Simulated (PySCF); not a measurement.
# C3H4GeO: the cost of one run

Programs: PySCF 2.14.0, with density-fitted response routines of our own. Each step states its level of theory. These are calculated values for one molecule in the gas phase, unless marked as measured. Atoms count from 0, in the outputs and in this text.

### Step 1. The starting structure

9 atoms, charge 0, multiplicity 1; geometry from: GFN2-xTB. The atoms were then displaced at random by about 0.01 Å, so the start is not that level's minimum.

Bonds of the start (Å): C0–C1 1.20, C1–C2 1.43, C2–O3 1.21, C2–Ge4 1.99, C0–H5 1.06, Ge4–H6 1.51, Ge4–H7 1.49, Ge4–H8 1.49.

### Step 2. Geometry optimisation at PBE0-D3(BJ)/def2-SVP

The job: settings as JSON, then the geometry in Å.

```
{"job": {"xc": "PBE0", "basis": "def2-SVP", "d3": "d3bj", "grid": 1, "shake": 0.01, "kind": "geom"}, "charge": 0, "multiplicity": 1}
C      2.157410     1.024960    -0.289150
C      1.373810     0.122110    -0.150590
C      0.372770    -0.886800     0.024500
O      0.644730    -2.067780     0.058190
Ge    -1.475430    -0.171090     0.240630
H      2.814640     1.845390    -0.424110
H     -1.545260     0.758200     1.426220
H     -1.859950     0.652120    -0.946090
H     -2.424910    -1.294250     0.453910
```

Command:

```
OMP_NUM_THREADS=1 python probes_run.py task.json out
```

This one command runs all jobs of the session in turn.

**Question.** How long does this first job take on 1 thread of Arm Neoverse V2, shared host, and how much memory does it need?

About 22 s, with a peak of 0.44 GiB.
